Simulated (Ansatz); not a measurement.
**TiCo3: further runs on the relaxed cell**

The task here is to estimate one member of a computed series from the others.

Computed with Ansatz 0.2.0 (DFT r2SCAN, scalar-relativistic, plane waves, PAW, unless a step's input says otherwise).

## The starting structure

It takes space group Pm-3m (No. 221, cubic). Conventional cell: a = 3.587 Å, b = 3.587 Å, c = 3.587 Å, α = 90.00°, β = 90.00°, γ = 90.00°. Ti (site symmetry m-3m) is surrounded by 12 Co at 2.54 Å. Co (site symmetry 4/mmm) is surrounded by 4 Ti at 2.54 Å and 8 Co at 2.54 Å.

As a file:

```cif
data_structure
_symmetry_space_group_name_H-M 'P 1'
_symmetry_Int_Tables_number 1
_cell_length_a 3.5869
_cell_length_b 3.5869
_cell_length_c 3.5869
_cell_angle_alpha 90.000
_cell_angle_beta 90.000
_cell_angle_gamma 90.000
_cell_volume 46.15
loop_
_atom_site_label
_atom_site_type_symbol
_atom_site_fract_x
_atom_site_fract_y
_atom_site_fract_z
_atom_site_occupancy
Ti1 Ti 0.00000 0.00000 0.00000 1
Co1 Co 0.00000 0.50000 0.50000 1
Co2 Co 0.50000 0.00000 0.50000 1
Co3 Co 0.50000 0.50000 0.00000 1
```

It is the result of an earlier relaxation at this level (volume 11.54 Å³/atom; gap on the mesh: none (metal), site moments up to 1.3 μB).

Set-up of the first run:

Contents of input.yaml:

```yaml
crystal:
  lattice:
    - [3.5506295902, 0.0, 0.0]
    - [0.0, 3.5506295902, 0.0]
    - [0.0, 0.0, 3.5506295902]
  atoms:
    - { symbol: Ti, position: [0.0, 0.0, 0.0], spin: -0.7 }
    - { symbol: Co, position: [0.0, 0.5, 0.5], spin: 1.46 }
    - { symbol: Co, position: [0.5, 0.0, 0.5], spin: 1.46 }
    - { symbol: Co, position: [0.5, 0.5, 0.0], spin: 1.46 }
basis:
  ecutwfc: 500
kpoints:
  mp_grid: { grid: [12, 12, 12] }
hamiltonian:
  xc: r2scan
scf:
  occupations: { method: gaussian, width: 0.1 }
output:
  forces: true
  stress: true
  eigenvalues: true
  populations: true
magnetization:
  spin_polarized: true
```

On the command line:

```bash
> ansatz run input.yaml --threads 2 --pin off --max-ram 5120MiB --backend cpu --events-out ev --progress --plain --runs-dir out
```

Among the steps run: The cell scaled to 0.97 of its volume; Volume × 1.03; Point at V/V0 = 0.94; Volume × 1.06.

One table of the session follows, with a row left open; its other results are not shown here.

It belongs to the step «Equation of state». 

```
volume (Å³/atom)  energy above the lowest point (meV/atom)  pressure (GPa)  largest moment (μB)
          10.845                                      29.5           14.50                 1.27
          11.191                                       7.0            6.64                 1.30
          11.537                                       0.0            0.04                 1.33
          11.883                                         ?               ?                    ?
          12.229                                      23.1          -10.07                 1.39
```

**Question.** Estimate the row for volume (Å³/atom) = 11.883.

Worked estimate for «energy above the lowest point (meV/atom)». A straight line through the neighbours (11.537, 0.0) and (12.229, 23.1) gives 0.0 + (23.1 − 0.0) × (11.883 − 11.537) / (12.229 − 11.537) = 11.5; a parabola fitted to 3 rows on both sides gives 5.4.

**Answer.** energy above the lowest point (meV/atom): 6.1; pressure (GPa): -5.50; largest moment (μB): 1.36. In «energy above the lowest point (meV/atom)» the line misses by +5.4 and the parabola by -0.7.

To keep in mind: The magnetic state reached may not be the lowest one. Warnings in the runs' records: stability check not made.
